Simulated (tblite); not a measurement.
# C7H12GeO: the cost of one run

The runs use tblite 0.8.0 and PySCF 2.14.0, with density-fitted response routines of our own; the level of theory stands in each step. All values are computed, except where a source is named. Atoms count from 0, in the outputs and in this text.

## (1) Starting geometry

21 atoms, charge 0, multiplicity 1; geometry from: force field or distance geometry start.

Bonds of the start (Å): C0–C1 1.52, C1–C2 1.51, C2–C3 1.45, C3–C4 1.40, C4–C5 1.37, C5–O6 1.31, O6–C7 1.30, C7–Ge8 1.93, C7–C3 1.40, C0–H9 1.14, C0–H10 1.10, C0–H11 1.12, C1–H12 1.11, C1–H13 1.11, C2–H14 1.10, C2–H15 1.12, C4–H16 1.07, C5–H17 1.10, Ge8–H18 1.53, Ge8–H19 1.56, Ge8–H20 1.55.

## (2) Relaxing the molecule with GFN2-xTB

What the job is given:

```
{"job": {"kind": "relax", "xc": "GFN2-xTB", "basis": "xTB"}, "charge": 0, "multiplicity": 1}
C     -2.609700    -0.244600    -0.013300
C     -1.788400     0.867300    -0.651700
C     -0.348100     0.448400    -0.857100
C      0.380600     0.079800     0.344900
C     -0.023000     0.028300     1.680500
C      1.051600    -0.395300     2.412800
O      2.042500    -0.589500     1.581400
C      1.717300    -0.329800     0.345900
Ge     2.825500    -0.481500    -1.221400
H     -3.479000    -0.510400    -0.694700
H     -3.090100     0.121600     0.909500
H     -2.016400    -1.182400     0.158100
H     -1.932700     1.793300    -0.063200
H     -2.217500     1.023900    -1.659500
H     -0.301500    -0.304900    -1.656200
H      0.156600     1.374900    -1.247400
H     -0.987800     0.280700     2.069300
H      1.125300    -0.557700     3.495900
H      3.380400    -1.900900    -1.395200
H      4.056500     0.465000    -1.076900
H      2.049000     0.030800    -2.462200
```

Started as:

```sh
$ OMP_NUM_THREADS=1 python probes_run.py task.json out
```

The driver reads the jobs from task.json and runs them one after another.

Q: Estimate the wall time and peak memory of this first job on 1 thread of Arm Neoverse N1, shared host.

About 3 s, with a peak of 0.18 GiB.
